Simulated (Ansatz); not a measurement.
**n-GeGeGeGeSiH12 (SiGe4H12): structure and electronic state**

What does n-GeGeGeGeSiH12 (SiGe4H12) look like as a singlet, and where do its frontier electrons sit?

Program: Ansatz 0.2.0, Gaussian basis. Level of theory: RKS PBE0-D4/def2-TZVP. These are calculated values, not measurements.

The runs, in order: relaxation at r2SCAN-D4/def2-SVP; a single point at PBE0-D4/def2-TZVP.

2 further runs of the same task are left out: 2 set aside as unsound or not needed. Runs told in other sessions of the task aren't counted.

## (1) The starting structure

17 atoms, charge 0, spin multiplicity 1.

Atoms are counted from 1 here; the program's logs count them from 0.

Bond lengths: Ge1–Ge2 2.379 Å, Ge1–H6 1.501 Å, Ge1–H7 1.506 Å, Ge1–H8 1.501 Å, Ge2–Ge3 2.398 Å, Ge2–H9 1.515 Å, Ge2–H10 1.518 Å, Ge3–Ge4 2.407 Å, Ge3–H11 1.517 Å, Ge3–H12 1.518 Å, Ge4–Si5 2.352 Å, Ge4–H13 1.517 Å, Ge4–H14 1.517 Å, Si5–H15 1.463 Å, Si5–H16 1.469 Å, Si5–H17 1.463 Å. Angles: Ge2–Ge1–H6 114.6°, Ge2–Ge1–H7 112.7°, Ge2–Ge1–H8 114.8°, H6–Ge1–H7 104.0°, H6–Ge1–H8 105.1°, H7–Ge1–H8 104.5°, Ge1–Ge2–Ge3 116.2°, Ge1–Ge2–H9 108.9°, Ge1–Ge2–H10 107.7°, Ge3–Ge2–H9 111.7°, Ge3–Ge2–H10 110.0°, H9–Ge2–H10 101.2°, Ge2–Ge3–Ge4 115.1°, Ge2–Ge3–H11 107.9°, Ge2–Ge3–H12 107.5°, Ge4–Ge3–H11 112.5°, Ge4–Ge3–H12 111.6°, H11–Ge3–H12 101.2° and more.

The start is a GFN2-xTB geometry.

## (2) Relaxation at r2SCAN-D4/def2-SVP

File in.yaml:

```yaml
crystal:
  periodic: [false, false, false]
  atoms:
    - {symbol: Ge, position_ang: [-0.590150, 2.580170, -0.444480]}
    - {symbol: Ge, position_ang: [0.844220, 1.051640, -1.569970]}
    - {symbol: Ge, position_ang: [0.148970, -1.243500, -1.574520]}
    - {symbol: Ge, position_ang: [-0.332280, -2.167210, 0.595540]}
    - {symbol: Si, position_ang: [0.115500, -0.799540, 2.456350]}
    - {symbol: H, position_ang: [0.060320, 3.334470, 0.678610]}
    - {symbol: H, position_ang: [-1.768100, 1.902520, 0.204580]}
    - {symbol: H, position_ang: [-1.200630, 3.634230, -1.320980]}
    - {symbol: H, position_ang: [1.102860, 1.562240, -2.972150]}
    - {symbol: H, position_ang: [2.225350, 1.174230, -0.953220]}
    - {symbol: H, position_ang: [1.192460, -2.045870, -2.328430]}
    - {symbol: H, position_ang: [-1.042740, -1.357140, -2.507520]}
    - {symbol: H, position_ang: [-1.776420, -2.628940, 0.545970]}
    - {symbol: H, position_ang: [0.373490, -3.508240, 0.659650]}
    - {symbol: H, position_ang: [1.087000, -1.438410, 3.344570]}
    - {symbol: H, position_ang: [0.673850, 0.475520, 1.985780]}
    - {symbol: H, position_ang: [-1.113680, -0.526180, 3.200210]}
basis:
  gaussian: {orbitals: def2-SVP}
hamiltonian: {xc: r2scan, dispersion: d4}
scf: {lower_state_search: "off"}
output: {orbitals: {seedname: orbitals}}
relax: {f_tol: 0.02, max_steps: 100}
```

On the command line:

```bash
> ansatz run in.yaml --threads 4 --pin off --events-out ev --progress --plain --max-ram 4787MiB
```

The runs that follow: Single point, PBE0-D4/def2-TZVP.

Q: Predict the results of all the runs planned. Wanted: point group; commonest bond, hydrogen aside; HOMO, LUMO at PBE0-D4/def2-TZVP; dipole at r2SCAN-D4/def2-SVP.

**Answer**, as computed:

```
                       quantity                            value
                    point group                               C1
 commonest bond, hydrogen aside  Ge–Ge, 3 of mean length 2.423 Å
HOMO, LUMO at PBE0-D4/def2-TZVP                  -7.60, -0.36 eV
   dipole at r2SCAN-D4/def2-SVP                           0.07 D
```

What this shows: The molecule keeps its bonding pattern by the stored test; the atoms moved 0.85 Å (rms). No usable vibrations, so a minimum isn't proven. The point group is read from a loosely relaxed geometry; soft torsions can leave it below the true symmetry.
